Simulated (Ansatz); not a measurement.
# CH3FS2W: how energies converge with the basis set

One table from this session's results is given with a row withheld; the runs are named, their logs left out.

The runs use Ansatz 0.2.0, Gaussian basis; one geometry, several basis sets.

The runs, in order: PBE0-D4/def2-SVP; ωB97M-V/def2-SVP; PBE0-D4/def2-QZVPP; ωB97M-V/def2-QZVPP; the functionals' def2-TZVPP values are taken from earlier runs.

1 further run of the same task is left out (for a known fault of the program).

## The geometry

An earlier PBE0-D4 in a triple-zeta def2 set relaxation fixed the geometry. W takes the def2 core potential; no spin-orbit term is included.

SMILES `[CH3][W]([F])(=[S])=[S]`, 8 atoms, charge 0, spin multiplicity 1.

Atoms are counted from 1 here; the program's logs count them from 0.

Bond lengths: C1–W2 2.089 Å, C1–H6 1.095 Å, C1–H7 1.095 Å, C1–H8 1.091 Å, W2–F3 1.849 Å, W2–S4 2.115 Å, W2–S5 2.115 Å. Angles: W2–C1–H6 108.4°, W2–C1–H7 108.4°, W2–C1–H8 112.4°, H6–C1–H7 110.1°, H6–C1–H8 108.8°, H7–C1–H8 108.8°, C1–W2–F3 109.6°, C1–W2–S4 104.2°, C1–W2–S5 104.2°, F3–W2–S4 114.0°, F3–W2–S5 114.0°, S4–W2–S5 110.1°.

Set-up of the first run:

The input, in.yaml:

```yaml
crystal:
  periodic: [false, false, false]
  atoms:
    - {symbol: C, position_ang: [-0.900856, -0.157616, 0.636524]}
    - {symbol: W, position_ang: [0.837483, 0.080893, -0.497148]}
    - {symbol: F, position_ang: [2.215851, -0.881538, 0.273467]}
    - {symbol: S, position_ang: [0.293799, -0.591763, -2.427181]}
    - {symbol: S, position_ang: [1.157561, 2.171368, -0.520956]}
    - {symbol: H, position_ang: [-0.702739, 0.202946, 1.651528]}
    - {symbol: H, position_ang: [-1.156250, -1.222289, 0.659047]}
    - {symbol: H, position_ang: [-1.744849, 0.397998, 0.224718]}
basis:
  gaussian: {orbitals: def2-SVP}
hamiltonian: {xc: pbe0, dispersion: d4}
output: {orbitals: {seedname: orbitals}}
```

Started as:

```bash
> ansatz run in.yaml --threads 4 --pin off --events-out ev --progress --plain --max-ram 10444MiB
```

Among the steps run: PBE0-D4 in def2-SVP; ωB97M-V in def2-SVP; PBE0-D4 in def2-QZVPP; ωB97M-V in def2-QZVPP.

One of the session's tables, all rows but one given; the rest of the session is left out.

It belongs to the step «Functionals by basis». 

```
functional       basis  HOMO (eV)  LUMO (eV)
   PBE0-D4    def2-SVP      -7.51      -3.04
   PBE0-D4  def2-TZVPP      -7.47      -2.99
   PBE0-D4  def2-QZVPP      -7.48      -3.01
   ωB97M-V    def2-SVP          ?          ?
   ωB97M-V  def2-TZVPP      -9.45      -0.90
   ωB97M-V  def2-QZVPP      -9.46      -0.94
```

Estimate the missing values for ωB97M-V, def2-SVP.

As computed: HOMO (eV): -9.45; LUMO (eV): -0.93.
